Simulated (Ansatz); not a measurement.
**SiNH5 + H2O + H2O: a complex and its separated parts**

The complex below is one end of an elementary step. How strongly is it bound against its free parts?

Program: Ansatz 0.2.0, Gaussian basis. Level of theory: PBE0-D4/def2-TZVP structures, single points in def2-TZVPP, no counterpoise correction. These are calculated values, not measurements.

Levels: SPW92, PBE-D4, BLYP-D4, r2SCAN-D4, B97M-V, PBE0-D4, B3LYP-D4, r2SCAN0-D4, BHLYP-D4, CAM-B3LYP-D4, wB97X-V, wB97M-V, B2PLYP, PBE-QIDH, RPA on PBE, Hartree-Fock, MP2, CCSD, CCSD(T).

Cores are frozen in the correlated methods. B3LYP uses VWN-RPA correlation. B2PLYP carries no dispersion term here.

113 further runs of the same task are left out: 113 set aside as unsound or not needed.

## 1. Where the work starts

The complex: 13 atoms, charge 0, spin multiplicity 1.

Atoms are counted from 1 here; the program's logs count them from 0.

Bond lengths: Si1–H2 1.490 Å, Si1–H3 1.483 Å, Si1–H4 1.486 Å, Si1–N5 1.730 Å, N5–H10 1.008 Å, N5–H11 1.008 Å, H6–O7 0.971 Å, O7–H12 0.959 Å, H8–O9 0.964 Å, O9–H13 0.960 Å. Angles: H2–Si1–H3 111.7°, H2–Si1–H4 108.6°, H2–Si1–N5 105.6°, H3–Si1–H4 110.6°, H3–Si1–N5 105.4°, H4–Si1–N5 114.9°, Si1–N5–H10 118.6°, Si1–N5–H11 119.5°, H10–N5–H11 110.1°, H6–O7–H12 105.6°, H8–O9–H13 105.4°.

Coordinates:

```
Si   -0.9583   -0.0937    0.6696
H     0.4167    0.4680    0.7943
H    -1.4282   -0.0888   -0.7368
H    -0.9558   -1.4763    1.2145
N    -1.9916    1.0156    1.5032
H     1.4509   -0.9776   -1.2771
O     0.9174   -1.7148   -0.9387
H     1.6237    1.1253   -0.7518
O     2.1841    0.7560   -1.4434
H    -2.9824    0.9818    1.3211
H    -1.8257    1.2134    2.4776
H     0.4646   -2.0765   -1.7029
H     3.0847    0.8677   -1.1295
```

Its parts: SiNH5 holds atoms 1, 2, 3, 4, 5, 10, 11; H2O holds atoms 6, 7, 12; H2O holds atoms 8, 9, 13. Each part counts its atoms afresh in its own runs.

## 2. Relaxing SiNH5 alone

The input, relax-a/in.yaml:

```yaml
crystal:
  periodic: [false, false, false]
  atoms:
    - {symbol: Si, position_ang: [-0.958271, -0.093684, 0.669623]}
    - {symbol: H, position_ang: [0.416681, 0.467973, 0.794327]}
    - {symbol: H, position_ang: [-1.428158, -0.088763, -0.736824]}
    - {symbol: H, position_ang: [-0.955799, -1.476349, 1.214486]}
    - {symbol: N, position_ang: [-1.991643, 1.015624, 1.503214]}
    - {symbol: H, position_ang: [-2.982384, 0.981780, 1.321114]}
    - {symbol: H, position_ang: [-1.825659, 1.213390, 2.477620]}
basis:
  gaussian: {orbitals: def2-TZVP}
hamiltonian: {xc: pbe0, dispersion: d4}
relax: {f_tol: 0.005, max_steps: 200}
```

Launch:

```console
$ ansatz run in.yaml --threads 8 --pin off --events-out ev --progress --plain --max-ram 19148MiB
```

Further steps of the session: Relaxing H2O alone; Relaxing H2O alone; SPW92/def2-TZVPP; PBE-D4/def2-TZVPP; BLYP-D4/def2-TZVPP; r2SCAN-D4/def2-TZVPP; B97M-V/def2-TZVPP; PBE0-D4/def2-TZVPP; B3LYP-D4/def2-TZVPP; r2SCAN0-D4/def2-TZVPP; BHLYP-D4/def2-TZVPP; CAM-B3LYP-D4/def2-TZVPP; wB97X-V/def2-TZVPP; wB97M-V/def2-TZVPP; B2PLYP/def2-TZVPP; PBE-QIDH/def2-TZVPP; RPA on PBE/def2-TZVPP; CCSD(T)/def2-TZVPP; Vibrations of SiNH5; Vibrations of H2O; Vibrations of H2O.

What does the calculation give? Wanted: complex less parts, CCSD(T)/def2-TZVPP; with zero-point energy; largest T1 diagnostic.

As calculated:

| quantity | value |
| --- | --- |
| complex less parts, CCSD(T)/def2-TZVPP | -36.0 kJ/mol |
| with zero-point energy | -20.9 kJ/mol |
| largest T1 diagnostic | 0.009 |

At CCSD(T) the complex lies 36.0 kJ/mol below its parts. The functionals run from PBE-QIDH, off by +0.8 kJ/mol, to SPW92, off by -33.2 kJ/mol, against CCSD(T). By rung, the mean size of the error is: LDA 33.2, GGA 7.1, meta-GGA 6.0, hybrid 4.0, range-separated hybrid 5.4, double hybrid 1.9 kJ/mol. PBE-D4 gives a relative energy 9.6 kJ/mol too low, outside chemical accuracy (1 kcal/mol, 4.2 kJ/mol). No counterpoise was applied, and triple zeta lacks some correlation, so the CCSD(T) reference has a basis error of its own, and close matches with it are partly luck.
